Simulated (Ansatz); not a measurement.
**C2H3ClGe: single points with varied inputs**

Aim: run C2H3ClGe under a spread of inputs, and see what each costs and gives.

Method: the settings change from run to run; program: Ansatz 0.2.0, Gaussian basis.

**1. The molecule**

The structure was relaxed beforehand with PBE0-D4 in a triple-zeta def2 set.

SMILES `[Cl][GeH]1[CH]=[CH]1`, 7 atoms, charge 0, spin multiplicity 1.

Atoms are counted from 1 here; the program's logs count them from 0.

Bond lengths: Cl1–Ge2 2.151 Å, Ge2–C3 1.888 Å, Ge2–C4 1.888 Å, Ge2–H5 1.522 Å, C3–C4 1.333 Å, C3–H6 1.084 Å, C4–H7 1.084 Å. Angles: Cl1–Ge2–C3 119.7°, Cl1–Ge2–C4 119.7°, Cl1–Ge2–H5 108.6°, C3–Ge2–C4 41.3°, C3–Ge2–H5 126.5°, C4–Ge2–H5 126.5°, Ge2–C3–C4 69.3°, Ge2–C3–H6 154.3°, C4–C3–H6 136.3°, Ge2–C4–C3 69.3°, Ge2–C4–H7 154.3°, C3–C4–H7 136.3°.

Coordinates:

```
atom    x (Å)    y (Å)    z (Å)
 Cl1  -1.8939  -1.8428  -0.4927
 Ge2  -0.7233  -0.0404  -0.5767
  C3   0.3236   0.4638   0.9117
  C4   1.0862  -0.0758  -0.0385
  H5  -1.3443   0.8932  -1.6053
  H6   0.4768   0.8541   1.9116
  H7   2.1362  -0.3200  -0.1559
```

**2. PBE/def2-mTZVP**

The input, in.yaml:

```yaml
crystal:
  periodic: [false, false, false]
  atoms:
    - {symbol: Cl, position_ang: [-1.893923, -1.842802, -0.492709]}
    - {symbol: Ge, position_ang: [-0.723322, -0.040389, -0.576697]}
    - {symbol: C, position_ang: [0.323577, 0.463757, 0.911677]}
    - {symbol: C, position_ang: [1.086246, -0.075841, -0.038536]}
    - {symbol: H, position_ang: [-1.344323, 0.893221, -1.605284]}
    - {symbol: H, position_ang: [0.476766, 0.854108, 1.911616]}
    - {symbol: H, position_ang: [2.136179, -0.319954, -0.155867]}
basis:
  gaussian: {orbitals: def2-mTZVP}
hamiltonian: {xc: {name: PBE}}
```

Command:

```console
$ ansatz run in.yaml --threads 2 --pin off --events-out ev --progress --plain --max-ram 4352MiB
```

What it wrote:

```text
Functional definition: PBE
  name "PBE"
  cite "Perdew, Burke & Ernzerhof, Phys. Rev. Lett. 77, 3865 (1996) doi:10.1103/PhysRevLett.77.3865"
  parent pbe
  parameter kappa = 0.804
  parameter beta = 0.06672455060314922
  exchange = pbe_x(kappa = kappa, mu = beta*pi^2/3)
  correlation = pbe_c(beta = beta)
1072 factors; their error is unknown
mean field evaluation 1: about -71135.0197 eV, gradient 7.1e1 eV
mean field evaluation 2: about -71066.0045 eV, gradient 1.6e2 eV
mean field evaluation 4: about -71146.0732 eV, gradient 1.4e1 eV
mean field evaluation 8: about -71146.6472 eV, gradient 1.1e-1 eV
mean field evaluation 16: about -71146.6157 eV, gradient 2.6e-4 eV
mean field -71146.61566450 eV, -2614.5899007623 hartree, gradient 3.8e-5 eV, S^2 0.000000; 0 other end points of the search recorded, 0 dependent functions left out
reference -71146.61570409 eV, -2614.5899022170 hartree; 32, 32 occupied and 73, 73 virtual orbitals, 1072 factors
Total energy: -71146.61570409 eV, -2614.5899022170 hartree
```

It took 1.4 s on 2 threads of Arm Neoverse V1, shared host.

**3. B2GP-PLYP/aug-cc-pVTZ**

This run has density fitting with def2-universal-jkfit.

Edit in.yaml of step 2 so:

```diff
@@ -11,3 +11,3 @@
 basis:
-  gaussian: {orbitals: def2-mTZVP}
-hamiltonian: {xc: {name: PBE}}
+  gaussian: {orbitals: aug-cc-pVTZ, fitting: {mean_field: def2-universal-jkfit}}
+hamiltonian: {xc: {name: B2GP-PLYP}}
```

The command is unchanged.

What it wrote, cut to the lines that bear on the results:

```text
Functional definition: B2GP-PLYP
  name "B2GP-PLYP"
  cite "Karton, Tarnopolsky, Lamère, Schatz & Martin, J. Phys. Chem. A 112, 12868 (2008) doi:10.1021/jp801805p"
  cite "Becke, Phys. Rev. A 38, 3098 (1988) doi:10.1103/PhysRevA.38.3098"
  cite "Lee, Yang & Parr, Phys. Rev. B 37, 785 (1988) doi:10.1103/PhysRevB.37.785"
[...]
598 factors; integrals over basis functions are off by at most 1.0e0 eV
[...]
mean field -71135.46689491 eV, -2614.1801910367 hartree, gradient 2.1e-6 eV, S^2 0.000000; 0 other end points of the search recorded, 0 dependent functions left out
16 core orbitals not correlated: weight in the atoms' cores, before any rotation towards them, 1.000 or more for the frozen orbitals, at most 0.000 for the correlated occupied ones
reference -71135.46703502 eV, -2614.1801961856 hartree; 16, 16 occupied and 238, 238 virtual orbitals, 598 factors
second order -22.51267036 eV of doubles, -0.00000000 eV of singles
Total energy: -71143.57159635 eV, -2614.4780333210 hartree
```

It took 11 s on 2 threads of Arm Neoverse V1, shared host; peak memory 0.46 GiB.

**4. B3LYP/def2-SVPD**

This run has a point charge of 1.00 e beside it, D4 dispersion.

Edit in.yaml of step 3 so:

```diff
@@ -11,3 +11,4 @@
 basis:
-  gaussian: {orbitals: aug-cc-pVTZ, fitting: {mean_field: def2-universal-jkfit}}
-hamiltonian: {xc: {name: B2GP-PLYP}}
+  gaussian: {orbitals: def2-SVPD, point_charges: [{charge: 1.00, position_ang: [6.828, 0.182, 0.978]}]}
+hamiltonian: {xc: {name: B3LYP}, dispersion: d4}
+output: {forces: true}
```

Launched as before.

What it wrote, cut to the lines that bear on the results:

```text
Functional definition: B3LYP
  name "B3LYP"
  cite "Stephens, Devlin, Chabalowski & Frisch, J. Phys. Chem. 98, 11623 (1994) doi:10.1021/j100096a001"
  cite "Becke, Phys. Rev. A 38, 3098 (1988) doi:10.1103/PhysRevA.38.3098"
  cite "Lee, Yang & Parr, Phys. Rev. B 37, 785 (1988) doi:10.1103/PhysRevB.37.785"
  cite "Vosko, Wilk & Nusair, Can. J. Phys. 58, 1200 (1980) doi:10.1139/p80-159"
[...]
1256 factors; integrals over basis functions are off by at most 1.1e-3 eV
[...]
mean field -71151.63116934 eV, -2614.7742171653 hartree, gradient 3.4e-5 eV, S^2 0.000000; 0 other end points of the search recorded, 0 dependent functions left out
[...]
reference -71151.63142479 eV, -2614.7742265530 hartree; 32, 32 occupied and 97, 97 virtual orbitals, 1256 factors
Total energy: -71151.89646402 eV, -2614.7839665651 hartree
Atom 0 at    -1.893923    -1.842802    -0.492709 Å, force    -0.219321    -0.416949     0.041566 eV/Å
Atom 1 at    -0.723322    -0.040389    -0.576697 Å, force    -0.297268     0.292281    -0.353038 eV/Å
Atom 2 at     0.323577     0.463757     0.911677 Å, force    -0.121133     0.195740     0.349672 eV/Å
Atom 3 at     1.086246    -0.075841    -0.038536 Å, force     0.246377    -0.126788    -0.297372 eV/Å
Atom 4 at    -1.344323     0.893221    -1.605284 Å, force     0.034722     0.043319    -0.008484 eV/Å
Atom 5 at     0.476766     0.854108     1.911616 Å, force     0.014418     0.106931     0.285903 eV/Å
Atom 6 at     2.136179    -0.319954    -0.155867 Å, force     0.337326    -0.090895    -0.019971 eV/Å
Dipole moment:     0.050811     0.320469    -0.016616 e Å
```

Run time: 3.8 s. Hardware: 2 threads of Arm Neoverse V1, shared host; peak memory 0.3 GiB.

Largest force 0.546 eV/Å, dipole 1.56 D.

**5. B97M-V/cc-pVTZ-DK**

Options: high accuracy.

Edit in.yaml of step 4 so:

```diff
@@ -11,4 +11,4 @@
 basis:
-  gaussian: {orbitals: def2-SVPD, point_charges: [{charge: 1.00, position_ang: [6.828, 0.182, 0.978]}]}
-hamiltonian: {xc: {name: B3LYP}, dispersion: d4}
-output: {forces: true}
+  gaussian: {orbitals: cc-pVTZ-DK}
+hamiltonian: {xc: {name: B97M-V}}
+accuracy: high
```

The command is unchanged.

What it wrote, cut to the lines that bear on the results:

```text
Functional definition: B97M-V
  name "B97M-V"
  cite "Mardirossian & Head-Gordon, J. Chem. Phys. 142, 074111 (2015) doi:10.1063/1.4907719"
  cite "Becke, J. Chem. Phys. 107, 8554 (1997) doi:10.1063/1.475007"
  cite "Vydrov & Van Voorhis, J. Chem. Phys. 133, 244103 (2010) doi:10.1063/1.3521275"
  # Of w^i u^j: cxij and so on, Table III.
[...]
  gx(w, u) = cx00 + cx01*u + cx02*u^2 + (cx10 + cx11*u)*w
  gss(w, u) = css00 + css02*u^2 + css10*w + (css32*w^3 + css42*w^4)*u^2
  gos(w, u) = cos00 + cos01*u + cos03*u^3 + cos10*w + cos32*w^3*u^2
[...]
      + integral(e_c_pw_mod_opposite_spin*gos(b97_w_opposite, b97_u_opposite)) + vv10(b, c)
2932 factors; integrals over basis functions are off by at most 4.6e-9 eV
[...]
mean field -71779.83160517 eV, -2637.8601573725 hartree, gradient 8.9e-8 eV, S^2 0.000000; 0 other end points of the search recorded, 0 dependent functions left out
reference -71779.83161077 eV, -2637.8601575786 hartree; 32, 32 occupied and 147, 147 virtual orbitals, 2932 factors
Total energy: -71779.83161077 eV, -2637.8601575786 hartree
Relativity: scalar
```

Run time: 54 s. Hardware: 2 threads of Arm Neoverse V1, shared host; peak memory 0.94 GiB.

**6. B3LYP/6-31G***

Options: density fitting with cc-pVTZ-jkfit, a point charge of 1.00 e beside it, D3(BJ) dispersion, high accuracy, the search for lower states set to light.

Edit in.yaml of step 5 so:

```diff
@@ -11,4 +11,6 @@
 basis:
-  gaussian: {orbitals: cc-pVTZ-DK}
-hamiltonian: {xc: {name: B97M-V}}
+  gaussian: {orbitals: "6-31G*", fitting: {mean_field: cc-pVTZ-jkfit}, point_charges: [{charge: 1.00, position_ang: [6.499, 0.523, 0.517]}]}
+hamiltonian: {xc: {name: B3LYP}, dispersion: d3bj}
 accuracy: high
+scf: {lower_state_search: light}
+output: {forces: true}
```

Launched as before.

What it wrote, cut to the lines that bear on the results:

```text
Functional definition: B3LYP
  name "B3LYP"
  cite "Stephens, Devlin, Chabalowski & Frisch, J. Phys. Chem. 98, 11623 (1994) doi:10.1021/j100096a001"
  cite "Becke, Phys. Rev. A 38, 3098 (1988) doi:10.1103/PhysRevA.38.3098"
  cite "Lee, Yang & Parr, Phys. Rev. B 37, 785 (1988) doi:10.1103/PhysRevB.37.785"
  cite "Vosko, Wilk & Nusair, Can. J. Phys. 58, 1200 (1980) doi:10.1139/p80-159"
[...]
576 factors; integrals over basis functions are off by at most 1.7e-1 eV
[...]
mean field -71155.68606045 eV, -2614.9232316652 hartree, gradient 6.9e-8 eV, S^2 0.000000; 0 other end points of the search recorded, 0 dependent functions left out
[...]
reference -71155.68609928 eV, -2614.9232330922 hartree; 32, 32 occupied and 58, 58 virtual orbitals, 576 factors
Total energy: -71155.98171490 eV, -2614.9340967660 hartree
Atom 0 at    -1.893923    -1.842802    -0.492709 Å, force    -0.164826    -0.326166     0.032370 eV/Å
Atom 1 at    -0.723322    -0.040389    -0.576697 Å, force    -0.365341     0.108573    -0.306351 eV/Å
Atom 2 at     0.323577     0.463757     0.911677 Å, force     0.001350     0.223261     0.441349 eV/Å
Atom 3 at     1.086246    -0.075841    -0.038536 Å, force     0.331655    -0.105387    -0.243090 eV/Å
Atom 4 at    -1.344323     0.893221    -1.605284 Å, force     0.001918     0.112177    -0.074573 eV/Å
Atom 5 at     0.476766     0.854108     1.911616 Å, force     0.000233     0.037153     0.120846 eV/Å
Atom 6 at     2.136179    -0.319954    -0.155867 Å, force     0.182098    -0.046510     0.030320 eV/Å
Dipole moment:     0.100124     0.347955     0.012929 e Å
```

Run time: 3.3 s. Hardware: 2 threads of Arm Neoverse V1, shared host.

Largest force 0.495 eV/Å, dipole 1.74 D.

**7. revPBE0/6-31G**

Edit in.yaml of step 6 so:

```diff
@@ -11,6 +11,4 @@
 basis:
-  gaussian: {orbitals: "6-31G*", fitting: {mean_field: cc-pVTZ-jkfit}, point_charges: [{charge: 1.00, position_ang: [6.499, 0.523, 0.517]}]}
-hamiltonian: {xc: {name: B3LYP}, dispersion: d3bj}
-accuracy: high
-scf: {lower_state_search: light}
+  gaussian: {orbitals: 6-31G}
+hamiltonian: {xc: {name: revPBE0}}
 output: {forces: true}
```

The command is unchanged.

What it wrote, cut to the lines that bear on the results:

```text
Functional definition: revPBE0
  name "revPBE0"
  cite "Zhang & Yang, Phys. Rev. Lett. 80, 890 (1998) doi:10.1103/PhysRevLett.80.890"
  cite "Adamo & Barone, J. Chem. Phys. 110, 6158 (1999) doi:10.1063/1.478522"
  cite "Perdew, Burke & Ernzerhof, Phys. Rev. Lett. 77, 3865 (1996) doi:10.1103/PhysRevLett.77.3865"
[...]
742 factors; integrals over basis functions are off by at most 3.8e-4 eV
[...]
mean field -71144.44904187 eV, -2614.5102788490 hartree, gradient 2.3e-5 eV, S^2 0.000000; 0 other end points of the search recorded, 0 dependent functions left out
[...]
reference -71144.44907381 eV, -2614.5102800228 hartree; 32, 32 occupied and 34, 34 virtual orbitals, 742 factors
Total energy: -71144.44907381 eV, -2614.5102800228 hartree
Atom 0 at    -1.893923    -1.842802    -0.492709 Å, force    -0.845236    -1.267437     0.041330 eV/Å
Atom 1 at    -0.723322    -0.040389    -0.576697 Å, force     0.053346     1.107726    -0.586186 eV/Å
Atom 2 at     0.323577     0.463757     0.911677 Å, force    -0.186652     0.550790     1.199288 eV/Å
Atom 3 at     1.086246    -0.075841    -0.038536 Å, force     1.169794    -0.408941    -0.490778 eV/Å
Atom 4 at    -1.344323     0.893221    -1.605284 Å, force    -0.024930     0.016252    -0.029250 eV/Å
Atom 5 at     0.476766     0.854108     1.911616 Å, force    -0.060478    -0.015257    -0.095492 eV/Å
Atom 6 at     2.136179    -0.319954    -0.155867 Å, force    -0.105844     0.016868    -0.038912 eV/Å
Dipole moment:     0.380574     0.480868     0.032382 e Å
```

Wall time 1.9 s (2 threads of Arm Neoverse V1, shared host).

Largest force 1.524 eV/Å, dipole 2.95 D.

**8. wB97M-V/STO-3G**

Edit in.yaml of step 7 so:

```diff
@@ -11,4 +11,3 @@
 basis:
-  gaussian: {orbitals: 6-31G}
-hamiltonian: {xc: {name: revPBE0}}
-output: {forces: true}
+  gaussian: {orbitals: STO-3G}
+hamiltonian: {xc: {name: wB97M-V}}
```

The command is unchanged.

What it wrote, cut to the lines that bear on the results:

```text
Functional definition: wB97M-V
  name "wB97M-V"
  cite "Mardirossian & Head-Gordon, J. Chem. Phys. 144, 214110 (2016) doi:10.1063/1.4952647"
  cite "Becke, J. Chem. Phys. 107, 8554 (1997) doi:10.1063/1.475007"
  cite "Vydrov & Van Voorhis, J. Chem. Phys. 133, 244103 (2010) doi:10.1063/1.3521275"
  # Of w^i u^j: cxij and so on, Table III.
[...]
  gx(w, u) = 1 - cx + cx01*u + cx10*w
  gss(w, u) = css00 + css04*u^4 + css10*w + css20*w^2 + css43*w^4*u^3
  gos(w, u) = cos00 + cos10*w + (cos20 + cos21*u)*w^2 + (cos60 + cos61*u)*w^6
[...]
      + integral(e_c_pw_mod_opposite_spin*gos(b97_w_opposite, b97_u_opposite)) + vv10(b, c)
457 factors; integrals over basis functions are off by at most 3.2e-5 eV
149 factors; integrals over basis functions are off by at most 1.1e-6 eV
[...]
mean field -70352.42692724 eV, -2585.4040029884 hartree, gradient 8.8e-5 eV, S^2 0.000000; 0 other end points of the search recorded, 0 dependent functions left out
reference -70352.42695215 eV, -2585.4040039037 hartree; 32, 32 occupied and 8, 8 virtual orbitals, 457 factors
Total energy: -70352.42695215 eV, -2585.4040039037 hartree
```

Wall time 3.1 s (2 threads of Arm Neoverse V1, shared host).

**9. LC-wPBE/def2-TZVPD**

Options: charge -1, multiplicity 2, finite nuclei, the search for lower states set to full.

Edit in.yaml of step 8 so:

```diff
@@ -11,3 +11,6 @@
 basis:
-  gaussian: {orbitals: STO-3G}
-hamiltonian: {xc: {name: wB97M-V}}
+  gaussian: {orbitals: def2-TZVPD, nuclear_model: gaussian}
+total_charge: -1
+magnetization: {spin_polarized: true, initial_magnetization: 1}
+hamiltonian: {xc: {name: LC-wPBE}}
+scf: {lower_state_search: full}
```

Launched as before.

What it wrote, cut to the lines that bear on the results:

```text
Functional definition: LC-wPBE
  name "LC-wPBE"
  cite "Vydrov & Scuseria, J. Chem. Phys. 125, 234109 (2006) doi:10.1063/1.2409292"
  cite "Heyd & Scuseria, J. Chem. Phys. 120, 7274 (2004) doi:10.1063/1.1668634"
  cite "Ernzerhof & Perdew, J. Chem. Phys. 109, 3313 (1998) doi:10.1063/1.476928"
  cite "Perdew, Burke & Ernzerhof, Phys. Rev. Lett. 77, 3865 (1996) doi:10.1103/PhysRevLett.77.3865"
  parent pbe
[...]
1154 factors; their error is unknown
439 factors; integrals over basis functions are off by at most 3.1e-5 eV
[...]
mean field -71149.72642592 eV, -2614.7042191359 hartree, gradient 4.1e-5 eV, S^2 0.758647; 14 other end points of the search recorded, 0 dependent functions left out
reference -71149.72642593 eV, -2614.7042191363 hartree; 33, 32 occupied and 168, 169 virtual orbitals, 1154 factors
Total energy: -71149.72642593 eV, -2614.7042191363 hartree
```

Run time: 88 s. Hardware: 2 threads of Arm Neoverse V1, shared host; peak memory 0.88 GiB.

⟨S²⟩ 0.759.

**10. r2SCANh/STO-3G**

Options: atoms shaken by 0.08 Å.

The input, in.yaml:

```yaml
crystal:
  periodic: [false, false, false]
  atoms:
    - {symbol: Cl, position_ang: [-1.872283, -1.979812, -0.415611]}
    - {symbol: Ge, position_ang: [-0.784217, -0.065198, -0.552563]}
    - {symbol: C, position_ang: [0.406014, 0.562591, 0.946326]}
    - {symbol: C, position_ang: [1.218440, -0.163689, -0.189995]}
    - {symbol: H, position_ang: [-1.341934, 0.843192, -1.587704]}
    - {symbol: H, position_ang: [0.384060, 0.953436, 2.026019]}
    - {symbol: H, position_ang: [2.152326, -0.325981, -0.148774]}
basis:
  gaussian: {orbitals: STO-3G}
hamiltonian: {xc: {name: r2SCANh}}
```

The command is unchanged.

What it wrote, cut to the lines that bear on the results:

```text
Functional definition: r2SCANh
  name "r2SCANh"
  cite "Bursch, Neugebauer, Ehlert & Grimme, J. Chem. Phys. 156, 134105 (2022) doi:10.1063/5.0086040"
  cite "Furness, Kaplan, Ning, Perdew & Sun, J. Phys. Chem. Lett. 11, 8208 (2020) doi:10.1021/acs.jpclett.0c02405"
  cite "Furness, Kaplan, Ning, Perdew & Sun, J. Phys. Chem. Lett. 11, 9248 (2020) doi:10.1021/acs.jpclett.0c03077"
  parent r2scan
[...]
449 factors; integrals over basis functions are off by at most 3.6e-5 eV
[...]
mean field -70347.53258873 eV, -2585.2241393658 hartree, gradient 1.7e-5 eV, S^2 0.000000; 0 other end points of the search recorded, 0 dependent functions left out
reference -70347.53259364 eV, -2585.2241395462 hartree; 32, 32 occupied and 8, 8 virtual orbitals, 449 factors
Total energy: -70347.53259364 eV, -2585.2241395462 hartree
```

Run time: 1.4 s. Hardware: 2 threads of Arm Neoverse V1, shared host.

**11. The runs in one table**

```
                level  charge  multiplicity               geometry  functions  energy (eV)   time
       PBE/def2-mTZVP       0             1                relaxed        105   -71146.616  1.4 s
B2GP-PLYP/aug-cc-pVTZ       0             1                relaxed        270   -71143.572   11 s
      B3LYP/def2-SVPD       0             1  relaxed, point charge        129   -71151.896  3.8 s
    B97M-V/cc-pVTZ-DK       0             1                relaxed        179   -71779.832   54 s
         B3LYP/6-31G*       0             1  relaxed, point charge         90   -71155.982  3.3 s
        revPBE0/6-31G       0             1                relaxed         66   -71144.449  1.9 s
       wB97M-V/STO-3G       0             1                relaxed         40   -70352.427  3.1 s
   LC-wPBE/def2-TZVPD      -1             2                relaxed        201   -71149.726   88 s
       r2SCANh/STO-3G       0             1                 shaken         40   -70347.533  1.4 s
```

**12. Summary of results**

| quantity | value |
| --- | --- |
| runs | 9 |
| quickest | PBE/def2-mTZVP, 1.4 s |
| slowest | LC-wPBE/def2-TZVPD, 88 s |
| spread of total energies, same state and geometry | 1427.4 eV |

What this shows: Run time spans a factor of 63, from PBE/def2-mTZVP to LC-wPBE/def2-TZVPD. The jobs differ in tasks and options as well as level. Total energies at one charge and spin differ by 1427 eV between levels, so only differences within one level mean anything. Some of these runs are scalar-relativistic and others not, which shifts the totals of all-electron atoms past neon by eV; core potentials, where a basis has them, take the core out of the total altogether. At the PBE0-D4/def2-TZVP geometry and in the same state, runs without warnings or point charges leave forces up to 1.52 eV/Å (revPBE0/6-31G).
